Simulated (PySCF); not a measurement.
**SiHBrF2 (SMILES F[SiH](F)Br): a chain of runs**

We compute a structure relaxation (HF-D3(BJ)/pcseg-0), then vibrational wavenumbers, then the energy (CCSD(T)/6-31G), then the excited states (EOM-CCSD/def2-SVP) of SiHBrF2. 

The calculation is run with PySCF 2.14.0.

**1. The system as given**

SiHBrF2 has 5 atoms, charge 0, and is taken as a singlet. SMILES: `F[SiH](F)Br`. All atoms were displaced at random from a relaxed shape. The run starts from this shape.

Bond lengths: F1–Si2 1.573 Å, Si2–F3 1.633 Å, Si2–Br4 2.159 Å, Si2–H5 1.495 Å. Angles: F1–Si2–F3 108.3°, F1–Si2–Br4 113.5°, F3–Si2–Br4 108.5°, F1–Si2–H5 107.4°, F3–Si2–H5 106.2°, Br4–Si2–H5 112.6°.

**2. A structure relaxation at HF-D3(BJ)/pcseg-0 (run 1)**

Contents of calc.py:

```python
from pyscf import gto, scf
from pyscf.geomopt.geometric_solver import kernel as optimise

mol = gto.M(
    atom=[
    ('F', (-0.152240, -0.349421, 1.588868)),
    ('Si', (0.071084, -0.043747, 0.062157)),
    ('F', (0.211679, 1.572276, -0.123233)),
    ('Br', (-1.537085, -0.739611, -1.199661)),
    ('H', (1.395310, -0.623285, -0.320536)),
],
    max_memory=1860,
    spin=0,
    basis='pcseg-0',
    verbose=4,
)

hf = scf.RHF(mol)
hf.disp = 'd3bj'
converged, mol_eq = optimise(hf, maxsteps=100, convergence_set='GAU_TIGHT')
print('converged:', converged)
print(mol_eq.tostring())

hf.reset(mol_eq)
mol = mol_eq
hf.kernel()
energy = hf.e_tot
print('E = %.10f Eh' % energy)
```

Run with:

```
$ OMP_NUM_THREADS=1 python calc.py
```

Output:

```text
PySCF version 2.14.0

[INPUT] num. atoms = 5
[INPUT] num. electrons = 68
[INPUT] charge = 0
[INPUT] spin (= nelec alpha-beta = 2S) = 0
[INPUT] symmetry False subgroup None
[INPUT] Mole.unit = angstrom
[INPUT] Symbol           X                Y                Z      unit          X                Y                Z       unit  Magmom
[INPUT]  1 F     -0.152240000000  -0.349421000000   1.588868000000 AA   -0.287691905204  -0.660309992172   3.002525368085 Bohr   0.0
[INPUT]  2 Si     0.071084000000  -0.043747000000   0.062157000000 AA    0.134329291839  -0.082669848771   0.117459706725 Bohr   0.0
[INPUT]  3 F      0.211679000000   1.572276000000  -0.123233000000 AA    0.400015336322   2.971171032227  -0.232876619509 Bohr   0.0
[INPUT]  4 Br    -1.537085000000  -0.739611000000  -1.199661000000 AA   -2.904669680177  -1.397662228716  -2.267030732322 Bohr   0.0
[INPUT]  5 H      1.395310000000  -0.623285000000  -0.320536000000 AA    2.636753758867  -1.177837947550  -0.605725253064 Bohr   0.0

[... 36 lines left out ...]
> Convergence Criteria:
[... 17 lines left out ...]
WARN: Mole.unit (angstrom) is changed to Bohr
[... 62 lines left out ...]
Step    0 : Gradient = 4.913e-02/8.384e-02 (rms/max) Energy = -3056.8301625500
[... 120 lines left out ...]
converged SCF energy = -3056.84135303609
[... 127 lines left out ...]
converged SCF energy = -3056.84137370702
[... 117 lines left out ...]
converged SCF energy = -3056.84137382561
[... 73 lines left out ...]
Converged! =D
[... 47 lines left out ...]
converged SCF energy = -3056.84137382628
E = -3056.8413738263 Eh
```

Wall time 9.9 s (1 thread of Arm Neoverse V2, shared host); peak memory 0.15 GiB.

The path in brief:

| step | energy from the first frame kept (eV) | largest force (eV/Å) |
| --- | --- | --- |
| 0 | 0.0000 | 4.3112 |
| 1 | -0.2948 | 0.6662 |
| 2 | -0.3045 | 0.1194 |
| 3 | -0.3050 | 0.0325 |
| 4 | -0.3051 | 0.0069 |
| 5 | -0.3051 | 0.0026 |
| 6 | -0.3051 | 0.0012 |
| 7 | -0.3051 | 0.0002 |

After the run. Bond lengths: F1–Si2 1.619 Å, Si2–F3 1.619 Å, Si2–Br4 2.312 Å, Si2–H5 1.430 Å. Angles: F1–Si2–F3 107.9°, F1–Si2–Br4 108.6°, F3–Si2–Br4 108.6°, F1–Si2–H5 110.6°, F3–Si2–H5 110.6°, Br4–Si2–H5 110.5°.

**3. Vibrational wavenumbers at HF-D3(BJ)/pcseg-0 (run 2)**

Contents of input.py:

```python
import numpy
from pyscf import gto, symm
from pyscf.hessian import thermo

mol = gto.M(
    atom=[
    ('F', (0.647147, -0.068345, 2.080592)),
    ('Si', (0.971758, 0.262875, 0.529901)),
    ('F', (1.054719, 1.871487, 0.370721)),
    ('Br', (-0.773996, -0.516762, -0.770769)),
    ('H', (2.202875, -0.345709, 0.132930)),
],
    verbose=4,
    max_memory=1860,
    basis='pcseg-0',
)

mf = mol.RHF()
mf.disp = 'd3bj'
mf.kernel()

e_tot = mf.e_tot
print('Final energy', e_tot)
hess = mf.Hessian().kernel()
modes = thermo.harmonic_analysis(mol, hess)
print('frequencies (1/cm)', numpy.round(modes['freq_wavenumber'], 1))
symm.geom.TOLERANCE = 1e-3  # for the symmetry number
th = thermo.thermo(mf, modes['freq_au'], 800, 101325)
thermo.dump_thermo(mol, th)
```

Run with:

```
$ OMP_NUM_THREADS=1 python input.py
```

Output:

```text
PySCF version 2.14.0

[INPUT] num. atoms = 5
[INPUT] num. electrons = 68
[INPUT] charge = 0
[INPUT] spin (= nelec alpha-beta = 2S) = 0
[INPUT] symmetry False subgroup None
[INPUT] Mole.unit = angstrom
[INPUT] Symbol           X                Y                Z      unit          X                Y                Z       unit  Magmom
[INPUT]  1 F      0.647147000000  -0.068345000000   2.080592000000 AA    1.222930592334  -0.129153331983   3.931749056961 Bohr   0.0
[INPUT]  2 Si     0.971758000000   0.262875000000   0.529901000000 AA    1.836356479355   0.496761754995   1.001367763133 Bohr   0.0
[INPUT]  3 F      1.054719000000   1.871487000000   0.370721000000 AA    1.993130048375   3.536597875684   0.700561158625 Bohr   0.0
[INPUT]  4 Br    -0.773996000000  -0.516762000000  -0.770769000000 AA   -1.462640461509  -0.976538651582  -1.456542315305 Bohr   0.0
[INPUT]  5 H      2.202875000000  -0.345709000000   0.132930000000 AA    4.162830436651  -0.653295328797   0.251201293738 Bohr   0.0

[... 46 lines left out ...]
converged SCF energy = -3056.84137382565
Final energy -3056.841373825654
[... 3 lines left out ...]
WARN: DFTD3 does not support analytical Hessian, using finite difference
[... 1 line left out ...]
WARN: Mole.unit (angstrom) is changed to Bohr
[... 196 lines left out ...]
Gibbs free energy [Eh] -3056.92247
```

Wall time 9.6 s (1 thread of Arm Neoverse V2, shared host); peak memory 0.14 GiB.

**4. The energy at CCSD(T)/6-31G (sfX2C) (run 3)**

Contents of calc.py:

```python
from pyscf import gto, scf, cc

mol = gto.M(
    atom='''
F   -0.175606  -0.345822   1.613445
Si   0.149008  -0.014585   0.062739
F    0.231966   1.594010  -0.096426
Br  -1.596746  -0.794222  -1.237931
H    1.380125  -0.623169  -0.334232
''',
    max_memory=1860,
    verbose=3,
    basis='6-31g',
)

mf = scf.RHF(mol)
mf = mf.sfx2c1e()
mf.kernel()

mycc = cc.CCSD(mf)
mycc.kernel()
e_t = mycc.ccsd_t()
etot = mycc.e_tot + e_t
print('Final energy', etot)
mf.analyze()
```

Run with:

```
$ OMP_NUM_THREADS=1 python calc.py
```

Output:

```text
converged SCF energy = -3085.85397217087
E(CCSD) = -3086.347183733124  E_corr = -0.4932115622554268
CCSD(T) correction = -0.00704593882971837
Final energy -3086.3542296719534
**** MO energy ****
MO #1   energy= -496.677705087642  occ= 2
MO #2   energy= -69.1717855918882  occ= 2
MO #3   energy= -66.9253548060902  occ= 2
MO #4   energy= -59.3373987961382  occ= 2
MO #5   energy= -59.3356115847984  occ= 2
MO #6   energy= -59.3355941204421  occ= 2
MO #7   energy= -26.3587035221559  occ= 2
MO #8   energy= -26.3586888089044  occ= 2
MO #9   energy= -10.1213929379665  occ= 2
MO #10  energy= -7.57438504737718  occ= 2
MO #11  energy= -7.56540810967415  occ= 2
MO #12  energy= -7.56533332067921  occ= 2
MO #13  energy= -6.36546662696641  occ= 2
MO #14  energy= -4.44819823777408  occ= 2
MO #15  energy= -4.44770409846079  occ= 2
MO #16  energy= -4.44693644771526  occ= 2
MO #17  energy= -3.15888700437554  occ= 2
MO #18  energy= -3.1556862805657   occ= 2
MO #19  energy= -3.15559405669243  occ= 2
MO #20  energy= -3.1466322382803   occ= 2
MO #21  energy= -3.14663197743435  occ= 2
MO #22  energy= -1.64304934859847  occ= 2
MO #23  energy= -1.6230129220312   occ= 2
MO #24  energy= -1.06180454121262  occ= 2
MO #25  energy= -0.825553581762762 occ= 2
MO #26  energy= -0.727564423728058 occ= 2
MO #27  energy= -0.722768373123831 occ= 2
MO #28  energy= -0.712085995610574 occ= 2
MO #29  energy= -0.681864114707553 occ= 2
MO #30  energy= -0.666255185823227 occ= 2
MO #31  energy= -0.621227713901308 occ= 2
MO #32  energy= -0.507192373851193 occ= 2
MO #33  energy= -0.453897300161406 occ= 2
MO #34  energy= -0.452038580596881 occ= 2
MO #35  energy= 0.0833786844249653 occ= 0
MO #36  energy= 0.130171051460018  occ= 0
MO #37  energy= 0.144622565743068  occ= 0
MO #38  energy= 0.233813834683196  occ= 0
MO #39  energy= 0.26138342511467   occ= 0
MO #40  energy= 0.317719707481226  occ= 0
MO #41  energy= 0.429673342733372  occ= 0
MO #42  energy= 0.442048311363468  occ= 0
MO #43  energy= 0.454802951498681  occ= 0
MO #44  energy= 0.497732790198392  occ= 0
MO #45  energy= 0.498491276131604  occ= 0
MO #46  energy= 0.597615213317915  occ= 0
MO #47  energy= 1.15787933581152   occ= 0
MO #48  energy= 1.45397852887465   occ= 0
MO #49  energy= 1.48586365895173   occ= 0
MO #50  energy= 1.55217298080641   occ= 0
MO #51  energy= 1.6438626594531    occ= 0
MO #52  energy= 1.66717726593755   occ= 0
MO #53  energy= 1.67366365388202   occ= 0
MO #54  energy= 1.91664337735515   occ= 0
MO #55  energy= 2.21251495023016   occ= 0
MO #56  energy= 4.39968917540523   occ= 0
MO #57  energy= 4.40196837506766   occ= 0
MO #58  energy= 4.40771438782435   occ= 0
MO #59  energy= 4.40773630682941   occ= 0
MO #60  energy= 4.41273041634537   occ= 0
 ** Mulliken atomic charges  **
charge of    0F =     -0.50910
charge of    1Si =      1.33229
charge of    2F =     -0.50910
charge of    3Br =     -0.24632
charge of    4H =     -0.06776
Dipole moment(X, Y, Z, Debye):  2.23271, -1.19356, -0.82178
```

Run time: 26 s. Hardware: 1 thread of Arm Neoverse V2, shared host; peak memory 0.3 GiB.

**5. The excited states at EOM-CCSD/def2-SVP (root kind ee, spin of roots triplet) (run 4)**

Contents of input.py:

```python
import numpy
from pyscf import gto, cc

mol = gto.M(
    atom=[
    ('F', (-0.175606, -0.345822, 1.613445)),
    ('Si', (0.149008, -0.014585, 0.062739)),
    ('F', (0.231966, 1.594010, -0.096426)),
    ('Br', (-1.596746, -0.794222, -1.237931)),
    ('H', (1.380125, -0.623169, -0.334232)),
],
    max_memory=1860,
    verbose=4,
    basis='def2-svp',
    spin=0,
    charge=0,
)

mf = mol.RHF()
mf.kernel()

mycc = cc.CCSD(mf, frozen=16)
mycc.kernel()
e_tot = mycc.e_tot
print('Final energy', e_tot)

e, vec = mycc.eomee_ccsd_triplet(nroots=4)
roots = numpy.atleast_1d(e) * 27.211386
print('EOM-EE-CCSD roots (eV)')
for i, w in enumerate(roots, 1):
    print('%3d %10.4f' % (i, w))
```

Run with:

```
$ OMP_NUM_THREADS=1 python input.py
```

Output:

```text
PySCF version 2.14.0

[INPUT] num. atoms = 5
[INPUT] num. electrons = 68
[INPUT] charge = 0
[INPUT] spin (= nelec alpha-beta = 2S) = 0
[INPUT] symmetry False subgroup None
[INPUT] Mole.unit = angstrom
[INPUT] Symbol           X                Y                Z      unit          X                Y                Z       unit  Magmom
[INPUT]  1 F     -0.175606000000  -0.345822000000   1.613445000000 AA   -0.331847245830  -0.653508867849   3.048969167049 Bohr   0.0
[INPUT]  2 Si     0.149008000000  -0.014585000000   0.062739000000 AA    0.281584310369  -0.027561655527   0.118559527329 Bohr   0.0
[INPUT]  3 F      0.231966000000   1.594010000000  -0.096426000000 AA    0.438352210211   3.012242339818  -0.182218731287 Bohr   0.0
[INPUT]  4 Br    -1.596746000000  -0.794222000000  -1.237931000000 AA   -3.017412630495  -1.500862062104  -2.339350551109 Bohr   0.0
[INPUT]  5 H      1.380125000000  -0.623169000000  -0.334232000000 AA    2.608058267665  -1.177618739319  -0.631606942066 Bohr   0.0

[... 46 lines left out ...]
converged SCF energy = -3060.40597514136
[... 12 lines left out ...]
Init t2, MP2 energy = -3061.09959530495  E_corr(MP2) -0.693620163591233
[... 12 lines left out ...]
CCSD converged
[... 1 line left out ...]
Final energy -3061.1121231983316
[... 1 line left out ...]
******** <class 'pyscf.cc.eom_rccsd.EOMEETriplet'> ********
max_space = 20
max_cycle = 50
conv_tol = 1e-07
partition = None
EOM-CCSD root 0 E = 0.2602580003948184  qpwt = 0.950259  conv = True
EOM-CCSD root 1 E = 0.2608950684262361  qpwt = 0.950148  conv = True
EOM-CCSD root 2 E = 0.2947802778675938  qpwt = 0.958969  conv = True
EOM-CCSD root 3 E = 0.3289196720256579  qpwt = 0.936714  conv = True
EOM-EE-CCSD roots (eV)
  1     7.0820
  2     7.0993
  3     8.0214
  4     8.9504
```

Wall time 2.5 min (1 thread of Arm Neoverse V2, shared host); peak memory 0.71 GiB.

The roots found:

```csv
excited state,energy (eV)
1,7.082
2,7.099
3,8.021
4,8.950
```

**6. Summary of results**

```
                                                                        quantity             value
                               run 1, HF-D3(BJ)/pcseg-0: total energy at the end    -3056.84137 Eh
                                         run 1, HF-D3(BJ)/pcseg-0: dipole moment            2.49 D
                                           run 1, HF-D3(BJ)/pcseg-0: HOMO energy         -12.27 eV
                                           run 1, HF-D3(BJ)/pcseg-0: LUMO energy           2.75 eV
                                         run 1, HF-D3(BJ)/pcseg-0: HOMO–LUMO gap          15.02 eV
                                     run 1, HF-D3(BJ)/pcseg-0: dispersion energy     -78.30 kJ/mol
                            run 2, HF-D3(BJ)/pcseg-0: lowest harmonic wavenumber          187 cm⁻¹
                           run 2, HF-D3(BJ)/pcseg-0: highest harmonic wavenumber         2491 cm⁻¹
                                     run 2, HF-D3(BJ)/pcseg-0: zero-point energy       44.9 kJ/mol
run 2, HF-D3(BJ)/pcseg-0: ideal-gas entropy at 800 K (symmetry number 1 as used)  94.1 cal/(mol K)
                                              run 3, CCSD(T)/6-31G: total energy    -3086.35423 Eh
                      run 3, CCSD(T)/6-31G: dipole moment (Hartree–Fock density)            2.66 D
                       run 3, CCSD(T)/6-31G: HOMO energy (Hartree–Fock orbitals)         -12.30 eV
                       run 3, CCSD(T)/6-31G: LUMO energy (Hartree–Fock orbitals)           2.27 eV
                     run 3, CCSD(T)/6-31G: HOMO–LUMO gap (Hartree–Fock orbitals)          14.57 eV
                                        run 3, CCSD(T)/6-31G: correlation energy        -500.3 mEh
                                            run 3, CCSD(T)/6-31G: (T) correction         -7.05 mEh
                                             run 3, CCSD(T)/6-31G: T1 diagnostic             0.008
                     run 4, EOM-CCSD/def2-SVP: ground-state or mean-field energy    -3061.11212 Eh
                  run 4, EOM-CCSD/def2-SVP: dipole moment (Hartree–Fock density)            1.84 D
                   run 4, EOM-CCSD/def2-SVP: HOMO energy (Hartree–Fock orbitals)         -12.01 eV
                   run 4, EOM-CCSD/def2-SVP: LUMO energy (Hartree–Fock orbitals)           3.61 eV
                 run 4, EOM-CCSD/def2-SVP: HOMO–LUMO gap (Hartree–Fock orbitals)          15.62 eV
          run 4, EOM-CCSD/def2-SVP: correlation energy (16 core orbitals frozen)        -706.1 mEh
                                         run 4, EOM-CCSD/def2-SVP: T1 diagnostic             0.010
                      run 4, EOM-CCSD/def2-SVP: lowest triplet excitation energy           7.08 eV
```

The optimisation (run 1, HF-D3(BJ)/pcseg-0) took 7 steps and changed the energy by -0.305 eV. All 9 modes (run 2, HF-D3(BJ)/pcseg-0) are real, so the shape is a minimum at this level. The triples (run 3, CCSD(T)/6-31G) make up 1.4 % of the correlation energy. The basis (run 3, CCSD(T)/6-31G) was contracted for non-relativistic atoms, which limits what the relativistic Hamiltonian can do in the core. The basis has no diffuse functions, so Rydberg states are missing or pushed up, and the true lowest state may lie lower.
